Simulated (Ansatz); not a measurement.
# BRh: the cost of one run

Program: Ansatz 0.2.0. Level of theory: DFT r²SCAN, with the methods named in each step. These are calculated values, not measurements.

## (1) The system as given

The structure is hexagonal, space group P6_3/mmc (No. 194). The conventional cell has a = 3.377 Å, b = 3.377 Å, c = 4.096 Å, α = 90.00°, β = 90.00°, γ = 120.00°. B (site symmetry -3m) has 2 B at 2.05 Å and 6 Rh at 2.20 Å as nearest neighbours. Around Rh (site symmetry -6m2) lie 6 B at 2.20 Å.

As a file:

```cif
data_structure
_symmetry_space_group_name_H-M 'P6_3/mmc'
_symmetry_Int_Tables_number 194
_cell_length_a 3.3771
_cell_length_b 3.3771
_cell_length_c 4.0957
_cell_angle_alpha 90.000
_cell_angle_beta 90.000
_cell_angle_gamma 120.000
_cell_volume 40.45
loop_
_atom_site_label
_atom_site_type_symbol
_atom_site_symmetry_multiplicity
_atom_site_Wyckoff_symbol
_atom_site_fract_x
_atom_site_fract_y
_atom_site_fract_z
_atom_site_occupancy
B1 B 2 a 0.00000 0.00000 0.00000 1
Rh1 Rh 2 c 0.66667 0.33333 0.75000 1
```

The file gives the conventional cell by its symmetry; the runs use the cell typed in the input.

Atoms are numbered in the order of the input: B1, B2, Rh3, Rh4.

## (2) Cell and atoms relaxed, PAW

File input.yaml:

```yaml
crystal:
  lattice:
    - [3.3770702812, 0.0, 0.0]
    - [-1.6885351406, 2.9246286539, 0.0]
    - [0.0, 0.0, 4.09568486]
  atoms:
    - { symbol: B, position: [0.0, 0.0, 0.0] }
    - { symbol: B, position: [0.0, 0.0, 0.5] }
    - { symbol: Rh, position: [0.6666666667, 0.3333333333, 0.75] }
    - { symbol: Rh, position: [0.3333333333, 0.6666666667, 0.25] }
kpoints:
  mp_grid: { grid: [12, 12, 9] }
scf:
  occupations: { method: fermi_dirac, width: 0.05 }
hamiltonian:
  xc: r2scan
  pseudopotentials: { kind: paw }
output:
  forces: true
  stress: true
relax:
  f_tol: 0.005
  max_steps: 50
  cell: {}
```

Launch:

```sh
> ansatz run input.yaml --threads 1 --pin off --max-ram 3072MiB --backend cpu --events-out ev --progress --plain --runs-dir out
```

**Question.** How long does this run take on 1 thread of Intel Xeon Platinum 8259CL at 2.50GHz (Skylake/Cascade Lake), shared host, and how much memory does it need?

About 40 s, with a peak of 0.54 GiB.
